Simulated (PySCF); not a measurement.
# CH8B4S: the cost of one run

The runs use PySCF 2.14.0, with density-fitted response routines of our own; the level of theory stands in each step. All values are computed, except where a source is named. Atoms count from 0, in the outputs and in this text.

## Step 1: Starting geometry

14 atoms, charge 0, multiplicity 1; geometry from: GFN2-xTB. The atoms were then displaced at random by about 0.01 Å, so the start is not that level's minimum.

Bonds of the start (Å): B0–B1 1.59, B1–C2 1.58, C2–B3 1.61, B3–S4 1.77, S4–B5 1.76, B0–H6 1.19, B0–H7 1.18, B1–H8 1.15, C2–H9 1.10, C2–H10 1.09, B3–H11 1.15, B5–H12 1.17, B5–H13 1.16.

## Step 2: Geometry optimisation at PBE0-D3(BJ)/def2-SVP

What the job is given:

```
{"job": {"xc": "PBE0", "basis": "def2-SVP", "d3": "d3bj", "grid": 1, "shake": 0.01, "kind": "geom"}, "charge": 0, "multiplicity": 1}
B     -2.326120     1.350740    -0.281870
B     -1.695050    -0.077980    -0.599680
C     -0.909160    -0.904420     0.499390
B      0.655350    -0.810550     0.115690
S      1.675590     0.384500     0.940470
B      3.250470     0.249340     0.165460
H     -1.736410     2.372300    -0.426010
H     -3.436810     1.526740     0.073570
H     -1.748460    -0.584160    -1.636070
H     -1.082490    -0.529760     1.522170
H     -1.235150    -1.940280     0.451860
H      1.095320    -1.481570    -0.712410
H      3.394280    -0.519120    -0.700290
H      4.091490     0.949120     0.550080
```

Run with:

```
$ OMP_NUM_THREADS=1 python probes_run.py task.json out
```

The driver reads the jobs from task.json and runs them one after another.

**Question.** How long does this first job take on 1 thread of Arm Neoverse V1, shared host, and how much memory does it need?

About 77 s, with a peak of 0.51 GiB.
